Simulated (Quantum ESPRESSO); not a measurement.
## CS2 under changes of volume

One of the cells (35.848 Å³/atom); the others are scaled copies at fixed shape and fractional positions:

```xyz
6
Lattice="3.6458 -2.9943 0.0000 3.6458 2.9943 0.0000 0.0000 0.0000 9.8513" Properties=species:S:1:pos:R:3 pbc="T T T"
S     3.6458    1.9073    8.7368
S     3.6458    1.0871    3.8111
S     3.6458   -1.0871    6.0401
S     3.6458   -1.9073    1.1145
C     3.6458    0.0000    4.9256
C     0.0000    0.0000    0.0000
```

The cell comes from a database or a generator and needn't be the stable form of this composition.

```yaml
Program: Quantum ESPRESSO 7.5
Functional: PBEsol
Potentials_or_basis: GBRV 1.5 PBEsol
Cutoff: 612 eV
Density_cutoff: 4898 eV
k_mesh: 6 × 6 × 3
Occupations: fermi-dirac, width 0.05 eV
Spin: no spin polarisation
```

```tsv
volume (Å³/atom)	energy over the lowest point (meV/atom)	pressure (GPa)	gap on the mesh (eV)
33.697	?	?	?
34.414	7.11	1.7	3.44
35.131	1.48	0.8	3.42
35.848	0.00	-0.1	3.41
36.564	2.28	-0.9	3.40
37.281	7.97	-1.7	3.38
37.998	16.76	-2.3	3.36
```

Problem. What does the run at 33.697 Å³/atom give?

Solution. Energy over the lowest point 17.33 meV/atom; pressure 2.8 GPa; gap on the mesh 3.45 eV.

Worked out: A Birch-Murnaghan fit of order 3 (a polynomial in V^(-2/3)) to the other rows has its minimum at 35.76 Å³/atom with B0 = V·E''(V) = 42 GPa and B' = 3.9 at fixed shape and positions, which overstates the stiffness. It gives 17.32 meV/atom at 33.697 Å³/atom, against the run's 17.33, and -dE/dV = 2.8 GPa, against 2.8. A straight line through the other rows of the gap, of slope -0.764 eV per unit of ln V (its deformation potential), extrapolates to 3.46 eV, against the run's 3.45.

Energies are extrapolated to zero smearing.

Caveats: an odd mesh through Γ misses points on the zone boundary, where band edges often lie.
